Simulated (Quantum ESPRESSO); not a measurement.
# MoS2 in Quantum ESPRESSO: relaxation of the atoms with LDA

Aim: the relaxation of the atoms of MoS2 with LDA.

All numbers are computed with Quantum ESPRESSO 7.5; they aren't measurements. Logs are shortened: lines on timing, memory, paths and dates and some standing lists are left out, and cuts for length are marked.

### Step 1. The structure

The cell holds a sheet with vacuum, 3 atoms: a = 3.287 Å, b = 3.240 Å, c = 21.130 Å, α = 90.00°, β = 90.00°, γ = 120.48°.

The cell was built by a generator and needn't be a form met in nature.

### Step 2. Relaxation of the atoms, LDA

The input, pw.in:

```
&CONTROL
  calculation = 'relax'
  prefix = 'pwscf'
  outdir = './tmp'
  pseudo_dir = './pseudo'
  tprnfor = .true.
  disk_io = 'low'
  nstep = 40
  forc_conv_thr = 0.0004
  etot_conv_thr = 1d-05
/
&SYSTEM
  ibrav = 0
  nat = 3
  ntyp = 2
  ecutwfc = 80
  nbnd = 20
  occupations = 'smearing'
  smearing = 'gaussian'
  degauss = 0.00146997
/
&ELECTRONS
  conv_thr = 6d-10
  electron_maxstep = 120
  mixing_beta = 0.5
/
&IONS
  ion_dynamics = 'bfgs'
/
ATOMIC_SPECIES
S     32.0600 S.upf
Mo    95.9500 Mo.upf
CELL_PARAMETERS angstrom
   3.2874400000    0.0000000000    0.0000000000
  -1.6437200000    2.7922564274    0.0000000000
   0.0000000000    0.0000000000   21.1300000000
ATOMIC_POSITIONS crystal
S      0.6666666667    0.3333333333    0.4259346900
Mo     0.3333333333    0.6666666667    0.5000000000
S      0.6666666667    0.3333333333    0.5740653100
K_POINTS automatic
10 10 1 0 0 0
```

Potentials or basis: PseudoDojo 0.4.1 SR LDA standard.

On the command line:

```sh
OMP_NUM_THREADS=1 pw.x -in pw.in > pw.out
```

pw.out:

```text
This program is part of the open-source Quantum ESPRESSO suite
     for quantum simulation of materials; please cite
[... 9 lines left out ...]
     --------------------
     sticks:   dense  smooth     PW     G-vecs:    dense   smooth      PW
     Sum         839     839    249               126685   126685   20051

     Using Slab Decomposition

     bravais-lattice index     =            0
     lattice parameter (alat)  =       6.2124  a.u.
     unit-cell volume          =    1308.9083 (a.u.)^3
     number of atoms/cell      =            3
     number of atomic types    =            2
     number of electrons       =        26.00
     number of Kohn-Sham states=           20
     kinetic-energy cutoff     =      80.0000  Ry
     charge density cutoff     =     320.0000  Ry
     scf convergence threshold =      6.0E-10
     mixing beta               =       0.5000
     number of iterations used =            8  plain     mixing
     energy convergence thresh.=      1.0E-05
     force convergence thresh. =      4.0E-04
     Exchange-correlation= SLA  PW   NOGX NOGC
                           (   1   4   0   0   0   0   0)
     nstep                     =           40

     celldm(1)=   6.212361  celldm(2)=   0.000000  celldm(3)=   0.000000
     celldm(4)=   0.000000  celldm(5)=   0.000000  celldm(6)=   0.000000

     crystal axes: (cart. coord. in units of alat)
               a(1) = (   1.000000   0.000000   0.000000 )
               a(2) = (  -0.500000   0.849371   0.000000 )
               a(3) = (   0.000000   0.000000   6.427494 )

     reciprocal axes: (cart. coord. in units 2 pi/alat)
               b(1) = (  1.000000  0.588671 -0.000000 )
               b(2) = (  0.000000  1.177342  0.000000 )
               b(3) = (  0.000000 -0.000000  0.155582 )

     PseudoPot. # 1 for S  read from file:
     S.upf
     Pseudo is Norm-conserving + core correction, Zval =  6.0
     Generated using ONCVPSP code by D. R. Hamann
     Using radial grid of 1132 points,  6 beta functions with:
                l(1) =   0
                l(2) =   0
                l(3) =   1
                l(4) =   1
                l(5) =   2
                l(6) =   2

     PseudoPot. # 2 for Mo read from file:
     Mo.upf
     Pseudo is Norm-conserving + core correction, Zval = 14.0
     Generated using ONCVPSP code by D. R. Hamann
     Using radial grid of 1602 points,  6 beta functions with:
                l(1) =   0
                l(2) =   0
                l(3) =   1
                l(4) =   1
                l(5) =   2
                l(6) =   2

     atomic species   valence    mass     pseudopotential
     S                 6.00    32.06000     S ( 1.00)
     Mo               14.00    95.95000     Mo( 1.00)

      4 Sym. Ops. (no inversion) found

   Cartesian axes

     site n.     atom                  positions (alat units)
         1        S      tau(   1) = (   0.5000000   0.2831237   2.7376926  )
         2        Mo     tau(   2) = (  -0.0000000   0.5662474   3.2137469  )
         3        S      tau(   3) = (   0.5000000   0.2831237   3.6898012  )

     number of k points=    31  Gaussian smearing, width (Ry)=  0.0015
                       cart. coord. in units 2pi/alat
        k(    1) = (   0.0000000   0.0000000   0.0000000), wk =   0.0200000
        k(    2) = (   0.0000000   0.1177342   0.0000000), wk =   0.0400000
        k(    3) = (   0.0000000   0.2354683   0.0000000), wk =   0.0400000
        k(    4) = (   0.0000000   0.3532025   0.0000000), wk =   0.0400000
        k(    5) = (   0.0000000   0.4709367   0.0000000), wk =   0.0400000
        k(    6) = (   0.0000000  -0.5886709   0.0000000), wk =   0.0200000
[... 23 lines left out ...]
        k(   30) = (  -0.5000000  -0.1766013   0.0000000), wk =   0.0800000
        k(   31) = (  -0.5000000  -0.0588671   0.0000000), wk =   0.0800000

     Dense  grid:   126685 G-vectors     FFT dimensions: (  36,  36, 240)

     Initial potential from superposition of free atoms

     starting charge      25.9988, renormalised to      26.0000

     negative rho (up, down):  3.331E-05 0.000E+00
     Starting wfcs are   18 randomized atomic wfcs +    2 random wfcs

     Self-consistent Calculation

     iteration #  1     ecut=    80.00 Ry     beta= 0.50
     Davidson diagonalization with overlap
     ethr =  1.00E-02,  avg # of iterations =  5.7

     negative rho (up, down):  1.161E-05 0.000E+00

     total energy              =    -184.94822052 Ry
     estimated scf accuracy    <       0.49968828 Ry

     iteration #  2     ecut=    80.00 Ry     beta= 0.50
     Davidson diagonalization with overlap
     ethr =  1.92E-03,  avg # of iterations =  2.1

     negative rho (up, down):  9.504E-06 0.000E+00

     total energy              =    -184.81638433 Ry
     estimated scf accuracy    <       2.37334474 Ry

     iteration #  3     ecut=    80.00 Ry     beta= 0.50
     Davidson diagonalization with overlap
     ethr =  1.92E-03,  avg # of iterations =  2.1

     negative rho (up, down):  3.415E-06 0.000E+00

     total energy              =    -185.16236143 Ry
     estimated scf accuracy    <       0.05181710 Ry

     iteration #  4     ecut=    80.00 Ry     beta= 0.50
     Davidson diagonalization with overlap
     ethr =  1.99E-04,  avg # of iterations =  5.2

     negative rho (up, down):  4.077E-08 0.000E+00

     total energy              =    -185.16604018 Ry
     estimated scf accuracy    <       0.00285916 Ry

     iteration #  5     ecut=    80.00 Ry     beta= 0.50
     Davidson diagonalization with overlap
     ethr =  1.10E-05,  avg # of iterations =  6.1

     negative rho (up, down):  8.578E-08 0.000E+00

     total energy              =    -185.16656694 Ry
     estimated scf accuracy    <       0.00078856 Ry
[... 225 lines left out ...]
   -62.4693 -36.7786 -36.5925 -36.5744 -13.8157 -13.5398  -7.0170  -6.2615
    -5.5109  -4.6984  -3.3718  -3.3338  -2.1717   0.3116   0.7899   1.9202
     2.2311   4.5579   6.5851   6.6059

          k =-0.5000-0.0589 0.0000 ( 15814 PWs)   bands (ev):

   -62.4693 -36.7446 -36.6094 -36.5926 -13.8311 -13.5299  -6.6240  -6.3373
    -5.2938  -4.7016  -4.2983  -3.2636  -2.1635   0.2691   0.8181   1.4058
     2.4961   5.3497   6.6373   6.8654

     the Fermi energy is    -1.0816 ev

!    total energy              =    -185.16669510 Ry
     estimated scf accuracy    <          2.3E-11 Ry
     smearing contrib. (-TS)   =      -0.00000000 Ry
     internal energy E=F+TS    =    -185.16669510 Ry

     The total energy is F=E-TS. E is the sum of the following terms:
     one-electron contribution =   -1160.10667602 Ry
     hartree contribution      =     579.71473929 Ry
     xc contribution           =     -33.07088161 Ry
     ewald contribution        =     428.29612324 Ry

     convergence has been achieved in  12 iterations

     Forces acting on atoms (cartesian axes, Ry/au):

     atom    1 type  1   force =     0.00000000    0.00149770    0.03959779
     atom    2 type  2   force =     0.00000000   -0.00299540    0.00000000
     atom    3 type  1   force =     0.00000000    0.00149770   -0.03959779

     Total force =     0.056120     Total SCF correction =     0.000008

     BFGS Geometry Optimization
     Energy error            =      3.1E-03 Ry
     Gradient error          =      4.0E-02 Ry/Bohr

     number of scf cycles    =   1
     number of bfgs steps    =   0

     energy             new  =    -185.1666951018 Ry

     new trust radius        =       0.0396261034 bohr
     new conv_thr            =       0.0000000006 Ry

ATOMIC_POSITIONS (crystal)
S                0.6668085858        0.3336171715        0.4269263723
Mo               0.3330494951        0.6660989903        0.5000000000
S                0.6668085858        0.3336171715        0.5730736277

     NEW-OLD atomic charge density approx. for the potential

     negative rho (up, down):  5.689E-06 0.000E+00

     Self-consistent Calculation

     iteration #  1     ecut=    80.00 Ry     beta= 0.50
     Davidson diagonalization with overlap
     ethr =  1.00E-06,  avg # of iterations =  7.2

     negative rho (up, down):  2.607E-06 0.000E+00

     total energy              =    -185.16923898 Ry
     estimated scf accuracy    <       0.00015782 Ry

     iteration #  2     ecut=    80.00 Ry     beta= 0.50
     Davidson diagonalization with overlap
     ethr =  6.07E-07,  avg # of iterations =  2.1

     negative rho (up, down):  2.111E-06 0.000E+00

     total energy              =    -185.16922344 Ry
     estimated scf accuracy    <       0.00051152 Ry

     iteration #  3     ecut=    80.00 Ry     beta= 0.50
     Davidson diagonalization with overlap
     ethr =  6.07E-07,  avg # of iterations =  2.0

     negative rho (up, down):  5.786E-07 0.000E+00
[... 829 lines left out ...]
     Total force =     0.000685     Total SCF correction =     0.000007
     Energy error            =      2.3E-04 Ry
     Gradient error          =      4.7E-04 Ry/Bohr

     number of scf cycles    =   4
     number of bfgs steps    =   3

     energy             old  =    -185.1708392274 Ry
     energy             new  =    -185.1710673932 Ry

     CASE: energy            _new < energy            _old

     new trust radius        =       0.0012107454 bohr
     new conv_thr            =            7.1E-12 Ry

ATOMIC_POSITIONS (crystal)
S                0.6670303235        0.3340606468        0.4286192898
Mo               0.3326060198        0.6652120397        0.5000000000
S                0.6670303235        0.3340606468        0.5713807102

     NEW-OLD atomic charge density approx. for the potential

     negative rho (up, down):  9.829E-08 0.000E+00

     Self-consistent Calculation

     iteration #  1     ecut=    80.00 Ry     beta= 0.50
     Davidson diagonalization with overlap
     ethr =  1.00E-06,  avg # of iterations =  2.0

     Threshold (ethr) on eigenvalues was too large:
     Diagonalizing with lowered threshold

     Davidson diagonalization with overlap
     ethr =  1.33E-09,  avg # of iterations =  4.0

     negative rho (up, down):  4.159E-08 0.000E+00

     total energy              =    -185.17106792 Ry
     estimated scf accuracy    <       0.00000014 Ry

     iteration #  2     ecut=    80.00 Ry     beta= 0.50
     Davidson diagonalization with overlap
     ethr =  5.54E-10,  avg # of iterations =  2.1

     negative rho (up, down):  3.229E-08 0.000E+00

     total energy              =    -185.17106791 Ry
     estimated scf accuracy    <       0.00000038 Ry

     iteration #  3     ecut=    80.00 Ry     beta= 0.50
     Davidson diagonalization with overlap
     ethr =  5.54E-10,  avg # of iterations =  2.0

     total energy              =    -185.17106797 Ry
     estimated scf accuracy    <       0.00000001 Ry

     iteration #  4     ecut=    80.00 Ry     beta= 0.50
     Davidson diagonalization with overlap
     ethr =  3.98E-11,  avg # of iterations =  1.7

     total energy              =    -185.17106797 Ry
     estimated scf accuracy    <          4.7E-10 Ry

     iteration #  5     ecut=    80.00 Ry     beta= 0.50
     Davidson diagonalization with overlap
     ethr =  1.83E-12,  avg # of iterations =  2.9

     total energy              =    -185.17106797 Ry
     estimated scf accuracy    <          4.1E-11 Ry

     iteration #  6     ecut=    80.00 Ry     beta= 0.50
     Davidson diagonalization with overlap
     ethr =  1.59E-13,  avg # of iterations =  2.7

     End of self-consistent calculation

          k = 0.0000 0.0000 0.0000 ( 15831 PWs)   bands (ev):
[... 179 lines left out ...]
          k =-0.5000-0.0589 0.0000 ( 15814 PWs)   bands (ev):

   -62.4847 -36.8020 -36.6593 -36.6175 -14.0543 -13.6483  -6.8369  -6.5455
    -5.4414  -4.7812  -4.4438  -3.1779  -2.3120   0.1716   0.8449   1.5276
     2.6826   5.4393   6.7155   6.8738

     the Fermi energy is    -1.0900 ev

!    total energy              =    -185.17106797 Ry
     estimated scf accuracy    <          2.5E-12 Ry
     smearing contrib. (-TS)   =      -0.00000000 Ry
     internal energy E=F+TS    =    -185.17106797 Ry

     The total energy is F=E-TS. E is the sum of the following terms:
     one-electron contribution =   -1174.69095506 Ry
     hartree contribution      =     586.95887376 Ry
     xc contribution           =     -33.15926858 Ry
     ewald contribution        =     435.72028191 Ry

     convergence has been achieved in   6 iterations

     Forces acting on atoms (cartesian axes, Ry/au):

     atom    1 type  1   force =     0.00000000   -0.00001888    0.00001062
     atom    2 type  2   force =     0.00000000    0.00003775    0.00000000
     atom    3 type  1   force =     0.00000000   -0.00001888   -0.00001062

     Total force =     0.000049     Total SCF correction =     0.000000
     Energy error            =      5.8E-07 Ry
     Gradient error          =      3.8E-05 Ry/Bohr

     bfgs converged in   5 scf cycles and   4 bfgs steps
     (criteria: energy <  1.0E-05 Ry, force <  4.0E-04 Ry/Bohr)

     End of BFGS Geometry Optimization

     Final energy             =    -185.1710679708 Ry

Begin final coordinates

ATOMIC_POSITIONS (crystal)
S                0.6670303235        0.3340606468        0.4286192898
Mo               0.3326060198        0.6652120397        0.5000000000
S                0.6670303235        0.3340606468        0.5713807102
End final coordinates

=------------------------------------------------------------------------------=
   JOB DONE.
=------------------------------------------------------------------------------=
```

It took 6.9 min on 1 thread of AMD EPYC 7R43 (Zen 3), shared host; peak memory 0.3 GiB.

What came out:

```
Free energy               : -2519.3807 eV
Energy gained by relaxing : 19.8 meV/atom
Ionic steps               : 5
Band gap on the k mesh    : 1.06 eV, indirect (least direct gap 1.62 eV)
```

Step by step:
```csv
step,energy change (eV),largest force (eV/Å)
1,0.0000,1.0188
2,-0.0354,0.6609
3,-0.0564,0.2425
4,-0.0595,0.0122
5,-0.0595,0.0010
```

Final structure:
```cif
data_structure
_symmetry_space_group_name_H-M 'P 1'
_symmetry_Int_Tables_number 1
_cell_length_a 3.2874
_cell_length_b 3.2401
_cell_length_c 21.1300
_cell_angle_alpha 90.000
_cell_angle_beta 90.000
_cell_angle_gamma 120.484
_cell_volume 193.96
loop_
_atom_site_label
_atom_site_type_symbol
_atom_site_fract_x
_atom_site_fract_y
_atom_site_fract_z
_atom_site_occupancy
S1 S 0.66703 0.33406 0.42862 1
Mo1 Mo 0.33261 0.66521 0.50000 1
S2 S 0.66703 0.33406 0.57138 1
```
